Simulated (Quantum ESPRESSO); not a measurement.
# CdPbS2: equation of state with PBE

CdPbS2:

```
CELL_PARAMETERS angstrom
2.03929 1.17738 6.62259
-2.03929 1.17738 6.62259
0.00000 -2.35477 6.62259
ATOMIC_POSITIONS crystal
Pb 0.50000 0.50000 0.50000
Cd 0.00000 0.00000 0.00000
S 0.25872 0.25872 0.25872
S 0.74128 0.74128 0.74128
```

The cell comes from a database or a generator and needn't be the stable form of this composition.

```json
{
 "Program": "Quantum ESPRESSO 7.5",
 "Task": "equation of state",
 "Functional": "PBE",
 "Potentials or basis": "SSSP 1.3 efficiency PBE",
 "Cutoff": "816 eV",
 "Density cutoff": "6531 eV",
 "k mesh": "8 × 8 × 8",
 "Occupations": "fermi-dirac, width 0.05 eV",
 "Spin": "no spin polarisation",
 "Mixing beta": "0.5",
 "Most SCF iterations": "120",
 "SCF threshold": "8e-10 Ry"
}
```

| Item | Value |
| --- | --- |
| Equilibrium volume | 23.79 Å³/atom |
| Bulk modulus at fixed shape and positions | 62 GPa |
| Pressure derivative of the bulk modulus | 4.6 |

Energy against volume, from the lowest point:
```
volume (Å³/atom)  energy (meV/atom)
          22.420              16.94
          22.897               6.89
          23.374               1.41
          23.851               0.00
          24.329               2.24
          24.806               7.74
          25.283              16.14
```

All runs of the series together: 21 min on 2 threads of Intel(R) Xeon(R) 6975P-C (Granite Rapids), on a shared host.

Caveat: the cell was scaled at fixed shape and fractional positions, which overstates the stiffness of a crystal with free parameters, most of all of layers and chains. The run has no spin-orbit coupling, so splittings on Pb are missing.
